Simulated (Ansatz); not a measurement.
# FH₃N₂OW: small, medium and large basis sets

The task here is to estimate one member of a computed series from the others.

The runs use Ansatz 0.2.0, Gaussian basis; one geometry, several basis sets.

The runs, in order: PBE0-D4/def2-SVP; ωB97M-V/def2-SVP; PBE0-D4/def2-QZVPP; ωB97M-V/def2-QZVPP; the functionals' def2-TZVPP values are taken from earlier runs.

### The geometry

The geometry comes from an earlier relaxation with PBE0-D4 in a triple-zeta def2 set; it is a stationary point, not always the lowest conformer. W takes the def2 core potential; no spin-orbit term is included.

SMILES `[NH]=[W](=[NH])([OH])[F]`, 8 atoms, charge 0, spin multiplicity 1.

Atoms are counted from 1 here; the program's logs count them from 0.

Bond lengths: N1–W2 1.746 Å, N1–H6 1.008 Å, W2–N3 1.743 Å, W2–O4 1.894 Å, W2–F5 1.875 Å, N3–H7 1.007 Å, O4–H8 0.960 Å. Angles: W2–N1–H6 154.4°, N1–W2–N3 111.4°, N1–W2–O4 108.2°, N1–W2–F5 108.4°, N3–W2–O4 107.2°, N3–W2–F5 108.8°, O4–W2–F5 112.9°, W2–N3–H7 158.3°, W2–O4–H8 120.6°.

The first run:

in.yaml reads:

```yaml
crystal:
  periodic: [false, false, false]
  atoms:
    - {symbol: N, position_ang: [-1.093974, 0.980838, 0.453542]}
    - {symbol: W, position_ang: [0.105807, 0.043627, -0.400676]}
    - {symbol: N, position_ang: [1.636995, 0.059313, 0.432406]}
    - {symbol: O, position_ang: [-0.482379, -1.756174, -0.459253]}
    - {symbol: F, position_ang: [0.338132, 0.791377, -2.104535]}
    - {symbol: H, position_ang: [-1.420906, 1.575992, 1.198363]}
    - {symbol: H, position_ang: [2.311912, 0.283674, 1.145067]}
    - {symbol: H, position_ang: [-1.395598, -1.978647, -0.264914]}
basis:
  gaussian: {orbitals: def2-SVP}
hamiltonian: {xc: pbe0, dispersion: d4}
output: {orbitals: {seedname: orbitals}}
```

Run with:

```console
$ ansatz run in.yaml --threads 4 --pin off --events-out ev --progress --plain --max-ram 10444MiB
```

Among the steps run: PBE0-D4 in def2-SVP; ωB97M-V in def2-SVP; PBE0-D4 in def2-QZVPP; ωB97M-V in def2-QZVPP.

One of the session's tables, all rows but one given; the rest of the session is left out.

It belongs to the step «Density functionals: the series». 

```
functional       basis  HOMO (eV)
   PBE0-D4    def2-SVP      -7.85
   PBE0-D4  def2-TZVPP      -7.92
   PBE0-D4  def2-QZVPP      -7.96
   ωB97M-V    def2-SVP     -10.08
   ωB97M-V  def2-TZVPP          ?
   ωB97M-V  def2-QZVPP     -10.21
```

Q: Estimate the row for ωB97M-V, def2-TZVPP from the others.

**Answer.** HOMO (eV): -10.16. In the column «HOMO (eV)» it lies between ωB97M-V, def2-QZVPP (-10.21) and ωB97M-V, def2-SVP (-10.08).
